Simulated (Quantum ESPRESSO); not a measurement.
A run of Quantum ESPRESSO 7.5 is set up as follows.

pw.in

```
&CONTROL
  calculation = 'scf'
  prefix = 'pwscf'
  outdir = './tmp'
  pseudo_dir = './pseudo'
  tprnfor = .true.
  tstress = .true.
  disk_io = 'low'
/
&SYSTEM
  ibrav = 0
  celldm(1) = 8
  nat = 9
  ntyp = 5
  ecutwfc = 55
  ecutrho = 440
  nbnd = 49
  occupations = 'smearing'
  smearing = 'fd'
  degauss = 0.00367493
  nspin = 2
  starting_magnetization(1) = 0
  starting_magnetization(2) = 0
  starting_magnetization(3) = 0.2143
  starting_magnetization(4) = 0
  starting_magnetization(5) = 0
/
&ELECTRONS
  conv_thr = 1.8d-09
  electron_maxstep = 120
  mixing_beta = 0.3
/
ATOMIC_SPECIES
Cs   132.9055 Cs_pbe_v1.uspp.F.UPF
Li     6.9400 li_pbe_v1.4.uspp.F.UPF
Cr    51.9961 cr_pbe_v1.5.uspp.F.UPF
Te   127.6000 Te_pbe_v1.uspp.F.UPF
S     32.0600 s_pbe_v1.4.uspp.F.UPF
CELL_PARAMETERS alat
  0.8082405878178  -1.2237606545734   0.0018519316021
  0.8082405878178   1.2237606545734   0.0018519316021
 -0.6859965669734  -0.0000000000000   1.7553028189082
ATOMIC_POSITIONS crystal
Cs     0.0937400000    0.0937400000    0.0085300000
Li     0.5887500000    0.5887500000    0.5533600000
Cr     0.0564600000    0.4675500000    0.5579000000
Cr     0.4675500000    0.0564600000    0.5579000000
Te     0.5648600000    0.8735700000    0.2903500000
Te     0.8735700000    0.5648600000    0.2903500000
S      0.8115100000    0.3969700000    0.7334700000
S      0.3969700000    0.8115100000    0.7334700000
S      0.2140400000    0.2140400000    0.4837100000
K_POINTS automatic
5 5 4 0 0 0
```

The input pp_density.in:

```
&INPUTPP
  prefix = 'pwscf'
  outdir = './tmp'
  filplot = 'density.dat'
  plot_num = 0
/
&PLOT
  nfile = 1
  filepp(1) = 'density.dat'
  iflag = 3
  output_format = 6
  fileout = 'density.cube'
/
```

The input pp_potential.in:

```
&INPUTPP
  prefix = 'pwscf'
  outdir = './tmp'
  filplot = 'potential.dat'
  plot_num = 11
/
&PLOT
  nfile = 1
  filepp(1) = 'potential.dat'
  iflag = 3
  output_format = 6
  fileout = 'potential.cube'
/
```

File pp_spin.in:

```
&INPUTPP
  prefix = 'pwscf'
  outdir = './tmp'
  filplot = 'spin.dat'
  plot_num = 6
/
&PLOT
  nfile = 1
  filepp(1) = 'spin.dat'
  iflag = 3
  output_format = 6
  fileout = 'spin.cube'
/
```

Potentials or basis: SSSP 1.3 efficiency PBE.

Run with:

```sh
$ OMP_NUM_THREADS=1 mpirun -n 4 pw.x -nk 2 -in pw.in > pw.out
$ OMP_NUM_THREADS=1 mpirun -n 1 pp.x -in pp_density.in > pp_density.out
$ OMP_NUM_THREADS=1 mpirun -n 1 pp.x -in pp_potential.in > pp_potential.out
$ OMP_NUM_THREADS=1 mpirun -n 1 pp.x -in pp_spin.in > pp_spin.out
```

Problem. What does it give for the largest force?

Solution. 0.087 eV/Å.

Problem. Predict the band gap on the k mesh.

Solution. None (metal or under the smearing width).

Problem. What does it give for the absolute moment?

Solution. 5.88 μB per cell.

Stress tensor (GPa, compression positive):
```
 0.03  0.00 -0.04
 0.00  0.05  0.00
-0.04  0.00  0.18
```

Caveat: only a ferromagnetic start was run, and an antiferromagnetic order may lie lower in energy. The run has no spin-orbit coupling, so splittings on Cs, Te are missing.
